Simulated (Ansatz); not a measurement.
# Ti₃Al, space group P-6m2: a short molecular-dynamics run

Program: Ansatz 0.2.0, Python API.

Contents of `ti3al.cif`:
```cif
data_Ti3Al
_cell_length_a 2.927542
_cell_length_b 2.927542
_cell_length_c 9.226362
_cell_angle_alpha 90.00000
_cell_angle_beta 90.00000
_cell_angle_gamma 120.00000
_symmetry_space_group_name_H-M 'P 1'
_symmetry_Int_Tables_number 1
loop_
_symmetry_equiv_pos_as_xyz
'x, y, z'
loop_
_atom_site_label
_atom_site_type_symbol
_atom_site_fract_x
_atom_site_fract_y
_atom_site_fract_z
Ti1 Ti    0.666667    0.333333    0.000000
Ti2 Ti    0.333333    0.666667    0.750594
Ti3 Ti    0.333333    0.666667    0.249406
Al4 Al    0.666667    0.333333    0.500000
```

The script, `md_ti3al.py`:
```python
import warnings

import ansatz as az
from ase.io import read
import numpy as np

warnings.simplefilter("ignore", az.DeckWarning)

atoms = read("ti3al.cif")
structure = az.Crystal.from_ase(atoms)

base = structure.supercell(1, 2, 1).calculation()
base = base.functional("pbesol")
base = base.pseudopotentials("paw").basis(21 * az.Ha)
base = base.kpoints(3, 3, 1).occupations(az.OccupationsMethod.METHFESSEL_PAXTON, width=0.15)
base = base.md("nvt_nose_hoover", timestep=2.0, steps=20, temperature=300, initial_velocities="maxwell_boltzmann", seed=878)
steps = []


def follow(event):
    if event["event"] != "md_step":
        return
    row = event["data"]
    steps.append(row)
    print(f"t = {row['time_fs']:6.1f} fs  E_pot = {row['lagrangian_ev']:.4f} eV  E_kin = {row['e_kin_ev']:.4f} eV  T = {row['temperature_k']:7.1f} K")


result = base.session().plan(threads=1).execute(on_event=follow)
data = result.report

temperature = np.array([s["temperature_k"] for s in steps])
print(f"mean temperature of the second half {temperature[len(steps) // 2 :].mean():.1f} K")

kept = np.array([s["conserved_ev"] for s in steps], float)
print(f"conserved quantity (thermostat and barostat terms included) drifts by {1000 * (kept[-1] - kept[0]) / len(result.lattice.sites):+.3f} meV/atom")

print("last positions (A) and velocities (A/fs)")
for site, xyz, vel in zip(result.lattice.sites, steps[-1]["positions_ang"], steps[-1]["velocities_ang_fs"]):
    print(f"{site.symbol:2s}", " ".join(f"{v:8.4f}" for v in xyz), " ", " ".join(f"{v:9.5f}" for v in vel))

with open("trajectory.xyz", "w") as handle:
    for s in steps[::5]:
        handle.write(f"{len(s['positions_ang'])}\nt = {s['time_fs']} fs\n")
        for site, xyz in zip(result.lattice.sites, s["positions_ang"]):
            handle.write("{} {:.4f} {:.4f} {:.4f}\n".format(site.symbol, *xyz))
```

`python md_ti3al.py` gives:
```text
t =    0.0 fs  E_pot = -15893.2174 eV  E_kin = 0.2714 eV  T =   300.0 K
t =    2.0 fs  E_pot = -15893.2175 eV  E_kin = 0.2716 eV  T =   300.1 K
t =    4.0 fs  E_pot = -15893.2152 eV  E_kin = 0.2693 eV  T =   297.6 K
t =    6.0 fs  E_pot = -15893.2107 eV  E_kin = 0.2647 eV  T =   292.5 K
t =    8.0 fs  E_pot = -15893.2039 eV  E_kin = 0.2580 eV  T =   285.1 K
t =   10.0 fs  E_pot = -15893.1952 eV  E_kin = 0.2493 eV  T =   275.5 K
t =   12.0 fs  E_pot = -15893.1847 eV  E_kin = 0.2389 eV  T =   264.0 K
t =   14.0 fs  E_pot = -15893.1728 eV  E_kin = 0.2270 eV  T =   250.9 K
t =   16.0 fs  E_pot = -15893.1597 eV  E_kin = 0.2140 eV  T =   236.6 K
t =   18.0 fs  E_pot = -15893.1458 eV  E_kin = 0.2003 eV  T =   221.3 K
t =   20.0 fs  E_pot = -15893.1314 eV  E_kin = 0.1860 eV  T =   205.6 K
t =   22.0 fs  E_pot = -15893.1169 eV  E_kin = 0.1717 eV  T =   189.7 K
t =   24.0 fs  E_pot = -15893.1025 eV  E_kin = 0.1575 eV  T =   174.1 K
t =   26.0 fs  E_pot = -15893.0886 eV  E_kin = 0.1439 eV  T =   159.1 K
t =   28.0 fs  E_pot = -15893.0755 eV  E_kin = 0.1312 eV  T =   145.0 K
t =   30.0 fs  E_pot = -15893.0636 eV  E_kin = 0.1195 eV  T =   132.1 K
t =   32.0 fs  E_pot = -15893.0529 eV  E_kin = 0.1091 eV  T =   120.6 K
t =   34.0 fs  E_pot = -15893.0437 eV  E_kin = 0.1003 eV  T =   110.9 K
t =   36.0 fs  E_pot = -15893.0361 eV  E_kin = 0.0931 eV  T =   102.9 K
t =   38.0 fs  E_pot = -15893.0302 eV  E_kin = 0.0876 eV  T =    96.8 K
t =   40.0 fs  E_pot = -15893.0260 eV  E_kin = 0.0839 eV  T =    92.7 K
mean temperature of the second half 139.0 K
conserved quantity (thermostat and barostat terms included) drifts by +0.033 meV/atom
last positions (A) and velocities (A/fs)
Ti   1.3578   0.7131   0.0475    -0.00148  -0.00310  -0.00064
Ti   0.1290   1.7292   6.9541     0.00134   0.00119   0.00104
Ti   0.0394   1.6366   2.2182     0.00018  -0.00061   0.00022
Al   1.3161   0.8730   4.6237    -0.00094   0.00118  -0.00158
Ti  -0.0483   3.3336   0.0760    -0.00157  -0.00184   0.00047
Ti  -1.4376   4.2820   6.8580     0.00127   0.00159  -0.00003
Ti  -1.4086   4.2900   2.3185     0.00098   0.00145  -0.00012
Al  -0.0219   3.4812   4.5682    -0.00033   0.00116  -0.00008
```

File `trajectory.xyz` afterwards:
```text
8
t = 0.0 fs
Ti 1.4638 0.8451 0.0000
Ti -0.0000 1.6902 6.9253
Ti -0.0000 1.6902 2.3011
Al 1.4638 0.8451 4.6132
Ti 0.0000 3.3804 0.0000
Ti -1.4638 4.2255 6.9253
Ti -1.4638 4.2255 2.3011
Al 0.0000 3.3804 4.6132
8
t = 10.0 fs
Ti 1.4309 0.8128 0.0214
Ti 0.0424 1.6984 6.9299
Ti 0.0142 1.6731 2.2684
Al 1.4121 0.8490 4.6270
Ti -0.0099 3.3731 0.0270
Ti -1.4607 4.2384 6.8987
Ti -1.4482 4.2413 2.3088
Al -0.0060 3.4119 4.5970
8
t = 20.0 fs
Ti 1.4010 0.7792 0.0387
Ti 0.0802 1.7077 6.9361
Ti 0.0265 1.6577 2.2406
Al 1.3671 0.8546 4.6356
Ti -0.0209 3.3631 0.0502
Ti -1.4560 4.2520 6.8769
Ti -1.4333 4.2579 2.3147
Al -0.0120 3.4412 4.5827
8
t = 30.0 fs
Ti 1.3762 0.7454 0.0483
Ti 0.1099 1.7179 6.9442
Ti 0.0352 1.6451 2.2229
Al 1.3339 0.8625 4.6349
Ti -0.0336 3.3501 0.0670
Ti -1.4485 4.2665 6.8629
Ti -1.4198 4.2744 2.3181
Al -0.0176 3.4651 4.5725
8
t = 40.0 fs
Ti 1.3578 0.7131 0.0475
Ti 0.1290 1.7292 6.9541
Ti 0.0394 1.6366 2.2182
Al 1.3161 0.8730 4.6237
Ti -0.0483 3.3336 0.0760
Ti -1.4376 4.2820 6.8580
Ti -1.4086 4.2900 2.3185
Al -0.0219 3.4812 4.5682
```

Caveats:
- Total energies depend on the potentials; only differences at equal settings carry meaning.
- The mesh is modest for a metal, so energies can be off by several to tens of meV an atom and pressures by half a GPa or more; differences at equal mesh fare better.
- This cell is a computed structure, which may not be the phase found in nature.
- A small cell, a coarse mesh and a very short run: it shows the set-up and gives no equilibrium averages.
- Run time: 41 s on 1 thread of Intel(R) Xeon(R) Platinum 8488C (Sapphire Rapids), with other jobs on the host, peak memory 0.58 GiB.
